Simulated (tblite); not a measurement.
# C7H13BSe: the cost of one run

The runs use tblite 0.8.0 and PySCF 2.14.0, with density-fitted response routines of our own; the level of theory stands in each step. All values are computed, except where a source is named. Atoms are numbered from 0 throughout.

### Step 1. The molecule as given

22 atoms, charge 0, multiplicity 1; geometry from: force field or distance geometry start.

Bonds of the start (Å): B0–C1 1.60, C1–C2 1.53, C2–C3 1.51, C3–C4 1.34, C4–Se5 1.93, Se5–C6 1.95, C6–C7 1.53, C7–C8 1.55, C8–C1 1.56, B0–H9 1.19, B0–H10 1.18, C1–H11 1.11, C2–H12 1.12, C2–H13 1.11, C3–H14 1.10, C4–H15 1.09, C6–H16 1.11, C6–H17 1.11, C7–H18 1.11, C7–H19 1.11, C8–H20 1.12, C8–H21 1.11.

### Step 2. Optimising the geometry with GFN2-xTB

Job settings and geometry (Å):

```
{"job": {"kind": "relax", "xc": "GFN2-xTB", "basis": "xTB"}, "charge": 0, "multiplicity": 1}
B     -2.130200    -1.517400     0.554700
C     -0.956800    -0.938900    -0.371000
C     -1.259300     0.493900    -0.819600
C     -1.083300     1.525200     0.265900
C      0.037200     2.235400     0.436800
Se     1.503100     2.188700    -0.823600
C      2.307000     0.606700    -0.008900
C      1.635500    -0.692700    -0.463700
C      0.403400    -1.093200     0.382900
H     -2.771600    -2.449900     0.202700
H     -2.386100    -1.011600     1.593900
H     -0.924500    -1.592200    -1.264600
H     -2.326300     0.557800    -1.167500
H     -0.651600     0.744900    -1.715900
H     -1.864300     1.614300     1.028300
H      0.122600     2.901000     1.296400
H      3.367700     0.585600    -0.331900
H      2.311200     0.688300     1.102000
H      2.381600    -1.507700    -0.366000
H      1.385600    -0.636800    -1.543300
H      0.372800    -0.523400     1.346800
H      0.516000    -2.158400     0.665000
```

Run with:

```sh
OMP_NUM_THREADS=1 python probes_run.py task.json out
```

One launch serves the whole session: the jobs run in the order shown.

Q: Estimate the wall time and peak memory of this first job on 1 thread of Arm Neoverse N1, shared host.

About 2 s, with a peak of 0.18 GiB.
